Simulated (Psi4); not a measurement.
# SiH2O2F2 (SMILES O[Si](O)(F)F): levels of theory compared

Aim: a comparison of 5 runs (CAM-B3LYP/def2-SVP, DSD-PBEP86/def2-SVP, wB97X-V/def2-SVP, OMP2/def2-SVP, MP3/def2-SVP) of SiH2O2F2. 

Program for the calculation: Psi4 1.11.

**1. The molecule**

SiH2O2F2 has 7 atoms, charge 0, and is taken as a singlet. As SMILES, `O[Si](O)(F)F`. The O1–H6 distance was set to 1.245 Å, away from the relaxed value.

Bond lengths: O1–Si2 1.609 Å, Si2–O3 1.609 Å, Si2–F4 1.583 Å, Si2–F5 1.583 Å, O3–H7 0.957 Å. Angles: O1–Si2–O3 107.3°, O1–Si2–F4 112.2°, O1–Si2–F5 110.1°, O3–Si2–F4 110.1°, O3–Si2–F5 112.2°, F4–Si2–F5 104.9°, Si2–O3–H7 118.9°. A long bond or contact: O1–H6 1.245 Å.

**2. Energy and forces at CAM-B3LYP/def2-SVP (run 1)**

Contents of f2h2o2si.dat:

```
memory 2200 MB

molecule m {
  0 1
  O     -0.911137     0.270272     0.976979
  Si     0.200763    -0.191628    -0.090821
  O      1.533063    -0.560128     0.733179
  F     -0.271637    -1.436228    -0.947121
  F      0.449863     0.958272    -1.149621
  H     -1.829300     1.022300     0.602200
  H      2.160763    -1.172028     0.348479
  symmetry c1
}

set {
  basis def2-SVP
  reference rks
  puream true
  e_convergence 1e-09
  d_convergence 1e-08
  scf_type pk
  dft_radial_points 99
  dft_spherical_points 590
}

e = gradient('cam-b3lyp')
```

Run with:

```console
$ psi4 -i f2h2o2si.dat -o f2h2o2si.out -n 1
```

f2h2o2si.out:

```text
[...]
  Running in c1 symmetry.
[...]
  Nuclear repulsion =  268.897854627139282
[...]
  Multiplicity = 1
[...]
  Nalpha       = 25
  Nbeta        = 25
[...]
    Number of basis functions: 84
[...]
   @RKS iter   1:  -640.24951648523836   -4.93501e-01   1.08472e-02 DIIS/ADIIS
[...]
   @RKS iter  12:  -640.55720183334233   -8.75389e-12   6.10380e-09 DIIS
[...]
  @RKS Final Energy:  -640.55720183334233
   => Energetics <=
    Nuclear Repulsion Energy =            268.8978546271392815
    One-Electron Energy =               -1424.1310720199930984
    Two-Electron Energy =                 559.5032948041608734
    DFT Exchange-Correlation Energy =     -44.8272792446493114
    Empirical Dispersion Energy =           0.0000000000000000
    VV10 Nonlocal Energy =                  0.0000000000000000
    Total Energy =                       -640.5572018333423330
[...]
  -Total Gradient:
     Atom            X                  Y                   Z
    ------   -----------------  -----------------  -----------------
       1        0.099917078695    -0.076075290421     0.021539669028
       2        0.002439513560    -0.003917563385    -0.007951667970
       3       -0.006163586623    -0.000020779950    -0.005797962099
       4        0.004424591540     0.014573874401     0.010478136417
       5       -0.003707004706    -0.012892235509     0.013256095545
       6       -0.093090867987     0.074801842278    -0.032732259375
       7       -0.003813453683     0.003512945981     0.001234267411
[...]
```

Run time: 29 s. Hardware: 1 thread of Intel Xeon Platinum 8259CL at 2.50GHz (Skylake/Cascade Lake), shared host; peak memory 1.1 GiB.

**3. A single-point energy at DSD-PBEP86/def2-SVP (density fitting for correlation) (run 2)**

Contents of f2h2o2si.xyz:

```xyz
7
F2H2O2Si
O     -0.911137     0.270272     0.976979
Si     0.200763    -0.191628    -0.090821
O      1.533063    -0.560128     0.733179
F     -0.271637    -1.436228    -0.947121
F      0.449863     0.958272    -1.149621
H     -1.829300     1.022300     0.602200
H      2.160763    -1.172028     0.348479
```

Contents of run.py:

```python
import psi4

psi4.set_memory('2200 MB')
psi4.set_num_threads(1)
psi4.core.set_output_file('run.log', False)

with open('f2h2o2si.xyz') as f:
    atoms = ''.join(f.readlines()[2:])
mol = psi4.geometry('0 1\n' + atoms + 'symmetry c1\nno_reorient\nno_com')

options = {'puream': True, 'e_convergence': 1e-09, 'd_convergence': 1e-08, 'scf_type': 'pk', 'dft_radial_points': 99, 'dft_spherical_points': 590, 'num_frozen_docc': 9}
psi4.set_options(options)

e, wfn = psi4.energy("dsd-pbep86/def2-SVP", return_wfn=True)
print(f'dsd-pbep86/def2-SVP energy: {e:.10f} Eh')
```

Run with:

```console
$ python run.py
```

run.log:

```text
[...]
  Running in c1 symmetry.
[...]
  Nuclear repulsion =  268.897854627139282
[...]
  Multiplicity = 1
[...]
  Nalpha       = 25
  Nbeta        = 25
[...]
    Number of basis functions: 84
[...]
   @RKS iter   1:  -639.12606333958911   -8.31564e-01   8.61975e-03 DIIS/ADIIS
[...]
   @RKS iter  12:  -639.32984822866911   -1.93268e-12   6.58066e-09 DIIS
[...]
  @RKS Final Energy:  -639.32984822866911
   => Energetics <=
    Nuclear Repulsion Energy =            268.8978546271392815
    One-Electron Energy =               -1423.7908739295721716
    Two-Electron Energy =                 532.5820380228171871
    DFT Exchange-Correlation Energy =     -17.0188669490533044
    Empirical Dispersion Energy =           0.0000000000000000
    VV10 Nonlocal Energy =                  0.0000000000000000
    Total Energy =                       -639.3298482286691069
[...]
 Multipole Moments:
 ------------------------------------------------------------------------------------
     Multipole            Electronic (a.u.)      Nuclear  (a.u.)        Total (a.u.)
 ------------------------------------------------------------------------------------
 L = 1.  Multiply by 2.5417464519 to convert [e a0] to [Debye]
 Dipole X            :        -18.5405104           18.3711369           -0.1693735
 Dipole Y            :         17.9750329          -17.8635282            0.1115047
 Dipole Z            :         10.2435150          -10.4128237           -0.1693087
 Magnitude           :                                                    0.2641706
[...]
```

Standard output:

```text
dsd-pbep86/def2-SVP energy: -639.7658292788 Eh
```

Run time: 17 s. Hardware: 1 thread of Intel Xeon Platinum 8259CL at 2.50GHz (Skylake/Cascade Lake), shared host; peak memory 1 GiB.

Runs 3 to 4 aren't shown in full; the table further down has their settings and results.

**4. The energy at MP3/def2-SVP (run 5)**

Contents of calc.inp:

```
memory 2.2 GB

molecule {
  O     -0.911137     0.270272     0.976979
  Si     0.200763    -0.191628    -0.090821
  O      1.533063    -0.560128     0.733179
  F     -0.271637    -1.436228    -0.947121
  F      0.449863     0.958272    -1.149621
  H     -1.829300     1.022300     0.602200
  H      2.160763    -1.172028     0.348479
  units angstrom
  symmetry c1
  no_reorient
  no_com
}

set basis def2-SVP
set reference rhf
set puream true
set e_convergence 1e-09
set d_convergence 1e-08
set scf_type pk
set num_frozen_docc 9
set mp_type conv

energy('mp3')
print_variables()
```

Run with:

```console
$ psi4 -n 1 calc.inp calc.out
```

calc.out:

```text
[...]
  Running in c1 symmetry.
[...]
  Nuclear repulsion =  268.897854627139282
[...]
  Multiplicity = 1
[...]
  Nalpha       = 25
  Nbeta        = 25
[...]
    Number of basis functions: 84
[...]
   @RHF iter   1:  -638.33385828774760   -1.09192e+00   7.78857e-03 DIIS/ADIIS
[...]
   @RHF iter  12:  -638.50803711839512   -1.10276e-11   7.18947e-09 DIIS
[...]
  @RHF Final Energy:  -638.50803711839512
   => Energetics <=
    Nuclear Repulsion Energy =            268.8978546271392815
    One-Electron Energy =               -1423.6142768486247405
    Two-Electron Energy =                 516.2083851030904498
    Total Energy =                       -638.5080371183951229
[...]
 Multipole Moments:
 ------------------------------------------------------------------------------------
     Multipole            Electronic (a.u.)      Nuclear  (a.u.)        Total (a.u.)
 ------------------------------------------------------------------------------------
 L = 1.  Multiply by 2.5417464519 to convert [e a0] to [Debye]
 Dipole X            :        -18.5486858           18.3711369           -0.1775489
 Dipole Y            :         17.9802376          -17.8635282            0.1167094
 Dipole Z            :         10.2292229          -10.4128237           -0.1836008
 Magnitude           :                                                    0.2808094
[...]
	SCS-MP2 Total Energy (a.u.)        :  -639.31553898959623
	SOS-MP2 Total Energy (a.u.)        :  -639.30056257377908
[...]
	SOS-PI-MP2 Total Energy (a.u.)     :  -639.36152607034705
[...]
	MP2 Total Energy (a.u.)            :  -639.34549182123055
[...]
	SCS-MP3 Total Energy (a.u.)        :  -639.31582670342482
[...]
	MP3 Total Energy (a.u.)            :  -639.34664267654489
[...]
```

It took 9.3 s on 1 thread of Intel Xeon Platinum 8259CL at 2.50GHz (Skylake/Cascade Lake), shared host; peak memory 0.49 GiB.

**5. All runs side by side**

```tsv
run	level	task	frozen core orbitals	energy (Eh)	HOMO energy (eV)	LUMO energy (eV)	HOMO–LUMO gap (eV)	wall time
1	CAM-B3LYP/def2-SVP	gradient	0	-640.557202	-11.06	0.15	11.21	29 s
2	DSD-PBEP86/def2-SVP (density fitting for correlation)	energy	9	-639.765829	-12.79	1.31	14.09	17 s
3	wB97X-V/def2-SVP	energy	0	-640.472753	-12.15	1.37	13.52	2.7 min
4	OMP2/def2-SVP (density fitting for correlation)	energy	9	-639.354104	-14.53	2.71	17.24	29 s
5	MP3/def2-SVP	energy	9	-639.346643	-14.53	2.71	17.24	9.3 s
```

**6. Outcome**

```
                                          quantity          value
                               run 5: total energy  -639.34664 Eh
        run 5: HOMO energy (Hartree–Fock orbitals)      -14.53 eV
        run 5: LUMO energy (Hartree–Fock orbitals)        2.71 eV
      run 5: HOMO–LUMO gap (Hartree–Fock orbitals)       17.24 eV
run 5: correlation energy (9 core orbitals frozen)     -838.6 mEh
```

Over runs 1, 2, 3 the HOMO–LUMO gap runs from 11.21 eV (CAM-B3LYP/def2-SVP) to 14.09 eV (DSD-PBEP86/def2-SVP). A double hybrid's value is that of its SCF part. Totals of different functionals can't be ranked against each other. All runs together took 4.1 min, the longest 2.7 min.
